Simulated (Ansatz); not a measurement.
**LaFeAsO in Ansatz: the effect of starting spin order**

The system is LaFeAsO.

```
La As Fe O
1.0
     4.03533    0.00000    0.00000
     0.00000    4.03533    0.00000
     0.00000    0.00000    8.74090
La As Fe O
2 2 2 2
Cartesian
  0.0000 2.0177 7.5037
  2.0177 0.0000 1.2372
  0.0000 2.0177 3.0488
  2.0177 0.0000 5.6921
  2.0177 2.0177 4.3704
  0.0000 0.0000 4.3704
  2.0177 2.0177 0.0000
  0.0000 0.0000 0.0000
```

Alike in all runs:

| Item | Value |
| --- | --- |
| Program | Ansatz 0.2.0 |
| Task | single point |
| Functional | PBEsol |
| Potentials or basis | Ansatz PAW |
| Cutoff | 420 eV (not typed: the program's choice for these potentials) |
| k mesh | 7 × 7 × 3 |
| Occupations | fermi-dirac, width 0.05 eV |

```csv
starting spin order,spin,starting moments,energy over the lowest run (meV/atom),final net moment (μB),final largest site moment (μB)
spin off,no spin polarisation,-,?,?,?
fm,"collinear spin, ferromagnetic start","[0.0, 0.0, 0.0, 0.0, 3.0, 3.0, 0.0, 0.0] μB",0.0,0.00,1.82
afm,"collinear spin, antiferromagnetic start","[0.0, 0.0, 0.0, 0.0, 3.0, -3.0, 0.0, 0.0] μB",0.0,0.00,1.82
ferri,"collinear spin, ferrimagnetic start","[0.0, 0.0, 0.0, 0.0, 3.0, -1.5, 0.0, 0.0] μB",0.0,0.00,1.82
random,"collinear spin, random start","[0.0, 0.0, 0.0, 0.0, -0.25, 2.59, 0.0, 0.0] μB",0.0,0.00,1.82
"ferromagnetic start, larger moments","collinear spin, ferromagnetic start","[0.0, 0.0, 0.0, 0.0, 4.5, 4.5, 0.0, 0.0] μB",0.0,0.00,1.82
```

Question: What does the run with starting spin order spin off give?

Answer: Energy over the lowest run 16.6 meV/atom; final net moment 0.00 μB; final largest site moment 0.00 μB.

Caveats: the starting moments weren't kept (some runs).
